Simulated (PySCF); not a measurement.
# Changing the system itself: TlCd

How does TlCd answer to another spin, charge, distance or environment?

The runs use PySCF 2.14.0; method and basis as typed in the scripts.

3 further runs of the same task are left out: 1 for a known fault of the program, 2 that didn't finish.

### Step 1. Starting geometry

TlCd: 2 atoms, charge 0, spin multiplicity 2.

Bond lengths: Tl1–Cd2 2.830 Å.

### Step 2. The run that the others are compared with

The input, input.py:

```python
from pyscf import gto, scf, mp

mol = gto.M(
    atom='Tl 0 0 0; Cd 0 0 2.83',
    basis='sbkjc',
    ecp={'Tl': 'sbkjc', 'Cd': 'sbkjc'},
    charge=0,
    spin=1,
    verbose=3,
)
mf = scf.UHF(mol)
mf.kernel()
mp.MP2(mf, frozen=4).kernel()
mf.dip_moment()
print('orbital energies (hartree):', [e[max(0, n-3):n+3].round(4) for e, n in zip(mf.mo_energy, mol.nelec)])
```

Command:

```bash
> OMP_NUM_THREADS=1 python input.py
```

Its log is not repeated here.

It gives: E(SCF) = -337.719068 Eh, E(MP2) − E(SCF) = -0.30167 Eh, ⟨S²⟩ = 0.863, μ = 0.64 D (of the SCF density).

The bond length is a typed value, not an optimised one.

### Step 3. Sextet

Run 1 changes spin (2S): 1 → 5.

The input, input.py:

```python
from pyscf import gto, scf, mp

mol = gto.M(
    atom='Tl 0 0 0; Cd 0 0 2.83',
    basis='sbkjc',
    ecp={'Tl': 'sbkjc', 'Cd': 'sbkjc'},
    charge=0,
    spin=5,
    verbose=3,
)
mf = scf.UHF(mol)
mf.kernel()
mp.MP2(mf, frozen=4).kernel()
mf.dip_moment()
print('orbital energies (hartree):', [e[max(0, n-3):n+3].round(4) for e, n in zip(mf.mo_energy, mol.nelec)])
```

Command:

```bash
> OMP_NUM_THREADS=1 python input.py
```

### Step 4. Electric field 0.2 a.u.

Run 2 changes electric field: none → 0.2 a.u.

input.py, as its differences from that of step 2:

```diff
@@ -11,2 +11,7 @@
 mf = scf.UHF(mol)
+field = 0.2  # electric field along z, atomic units
+h = mf.get_hcore() + field*mol.intor('int1e_r')[2]
+mf.get_hcore = lambda *args: h
+e_nuc = mol.energy_nuc() - field*mol.atom_charges() @ mol.atom_coords()[:, 2]
+mf.energy_nuc = lambda *args: e_nuc
 mf.kernel()
```

### Step 5. Charge +2

Run 3 changes charge: 0 → 2.

input.py, as its differences from that of step 2:

```diff
@@ -6,3 +6,3 @@
     ecp={'Tl': 'sbkjc', 'Cd': 'sbkjc'},
-    charge=0,
+    charge=2,
     spin=1,
```

### Step 6. Electric field 0.01 a.u.

Run 4 changes electric field: none → 0.01 a.u.

input.py, as its differences from that of step 2:

```diff
@@ -11,2 +11,7 @@
 mf = scf.UHF(mol)
+field = 0.01  # electric field along z, atomic units
+h = mf.get_hcore() + field*mol.intor('int1e_r')[2]
+mf.get_hcore = lambda *args: h
+e_nuc = mol.energy_nuc() - field*mol.atom_charges() @ mol.atom_coords()[:, 2]
+mf.energy_nuc = lambda *args: e_nuc
 mf.kernel()
```

### Step 7. Charge +1 (singlet)

Run 5 changes charge: 0 → 1; spin (2S): 1 → 0.

input.py, as its differences from that of step 2:

```diff
@@ -6,4 +6,4 @@
     ecp={'Tl': 'sbkjc', 'Cd': 'sbkjc'},
-    charge=0,
-    spin=1,
+    charge=1,
+    spin=0,
     verbose=3,
```

Before running it: what results should come out? Wanted: for each run, E(SCF); from base; SCF dipole; after the SCF.

The runs gave:

```csv
run,E(SCF) (hartree),from base (eV),SCF dipole (D),after the SCF
base,-337.719068,0,0.64,"MP2 correlation -8.209 eV, core frozen"
sextet,-337.524949,+5.2823,1.70,"MP2 correlation -6.903 eV, core frozen"
electric field 0.2 a.u. (poor choice),-340.342176,not comparable,51.11,"MP2 correlation -7.302 eV, core frozen"
charge +2,-337.107965,+16.6290,n/a,"MP2 correlation -6.984 eV, core frozen"
electric field 0.01 a.u.,-337.709938,+0.2484,2.81,"MP2 correlation -8.100 eV, core frozen"
charge +1 (singlet),-337.545025,+4.7360,n/a,"MP2 correlation -7.955 eV, core frozen"
```

What this shows: The largest comparable shift of the SCF energy, +5.282 eV, comes with the run “sextet”. The sextet solution found lies 5.28 eV above the base doublet at this geometry and level. At the SCF level, going to the singlet with one electron fewer costs 4.74 eV at fixed geometry. Rows marked «poor choice» come from settings spoiled on purpose.
